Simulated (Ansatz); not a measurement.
# SbNH₃−: one structure at several levels

How do the functionals fare away from a minimum? The structure is a structure displaced at random from a GFN2-xTB minimum.

Computed with Ansatz 0.2.0, Gaussian basis. Level: single points in def2-TZVPPD.

Cores are frozen in the correlated methods. Filled d shells of the heavier atoms are correlated. Core potentials replace the inner electrons past krypton, and spin-orbit coupling is left out.

### 1 Where the work starts

5 atoms, charge -1, spin multiplicity 1.

Atoms are counted from 1 here; the program's logs count them from 0.

Bond lengths: N1–Sb2 1.867 Å, N1–H3 1.095 Å, Sb2–H5 1.724 Å. Angles: Sb2–N1–H3 113.9°, N1–Sb2–H5 94.0°.

Geometry (Å):

```
N     0.90400   -0.67830    0.52870
Sb   -0.46260    0.58490    0.37960
H     0.69680   -1.47210    1.25320
H    -1.51370   -0.10760   -1.47690
H     0.47230    1.65970   -0.59170
```

### 2 CCSD(T)/def2-TZVPPD

run/in.yaml

```yaml
crystal:
  periodic: [false, false, false]
  atoms:
    - {symbol: N, position_ang: [0.904000, -0.678300, 0.528700]}
    - {symbol: Sb, position_ang: [-0.462600, 0.584900, 0.379600]}
    - {symbol: H, position_ang: [0.696800, -1.472100, 1.253200]}
    - {symbol: H, position_ang: [-1.513700, -0.107600, -1.476900]}
    - {symbol: H, position_ang: [0.472300, 1.659700, -0.591700]}
basis:
  gaussian: {orbitals: "def2-TZVPPD.json"}
total_charge: -1
correlation: {method: ccsd_t}
output: {forces: true}
```

The basis file named in the input lies beside it (Basis Set Exchange, JSON).

The command line of these runs was not kept.

### 3 PBE0-D4/def2-TZVPPD

Changes to run/in.yaml since step 2:

```diff
@@ -11,3 +11,3 @@
 total_charge: -1
-correlation: {method: ccsd_t}
-output: {forces: true}
+hamiltonian: {xc: pbe0, dispersion: d4}
+output: {forces: true, orbitals: {seedname: orbitals}}
```

### 4 wB97M-V/def2-TZVPPD

Changes to run/in.yaml since step 3:

```diff
@@ -11,3 +11,3 @@
 total_charge: -1
-hamiltonian: {xc: pbe0, dispersion: d4}
-output: {forces: true, orbitals: {seedname: orbitals}}
+hamiltonian: {xc: {name: wB97M-V}}
+output: {forces: true}
```

### 5 r2SCAN-D4/def2-TZVPPD

Changes to run/in.yaml since step 4:

```diff
@@ -11,3 +11,3 @@
 total_charge: -1
-hamiltonian: {xc: {name: wB97M-V}}
+hamiltonian: {xc: r2scan, dispersion: d4}
 output: {forces: true}
```

### 6 PBE-D4/def2-TZVPPD

Changes to run/in.yaml since step 5:

```diff
@@ -11,3 +11,3 @@
 total_charge: -1
-hamiltonian: {xc: r2scan, dispersion: d4}
+hamiltonian: {xc: pbe, dispersion: d4}
 output: {forces: true}
```

### 7 SPW92/def2-TZVPPD

Changes to run/in.yaml since step 6:

```diff
@@ -11,3 +11,3 @@
 total_charge: -1
-hamiltonian: {xc: pbe, dispersion: d4}
+hamiltonian: {xc: lda}
 output: {forces: true}
```

### 8 B97M-V/def2-TZVPPD

Changes to run/in.yaml since step 7:

```diff
@@ -11,3 +11,3 @@
 total_charge: -1
-hamiltonian: {xc: lda}
+hamiltonian: {xc: {name: B97M-V}}
 output: {forces: true}
```

(Steps that only read results are left out.)

Before running it: what results should come out? Wanted: RMS force component; RMS force error; HOMO and LUMO, PBE0-D4; T1 diagnostic.

As calculated:

| quantity | value |
| --- | --- |
| RMS force component | 1.368 to 1.532 eV/Å over the methods |
| RMS force error | PBE0-D4 0.146, wB97M-V 0.188, r2SCAN-D4 0.093, PBE-D4 0.218, SPW92 0.199, B97M-V 0.172 eV/Å |
| HOMO and LUMO, PBE0-D4 | -0.38 and 3.74 eV |
| T1 diagnostic | 0.020 |

What this shows: For forces r2SCAN-D4 does best and PBE-D4 worst. Frozen-core CCSD(T) forces in triple zeta carry basis errors of their own, and this is one geometry, so small gaps rank nothing.
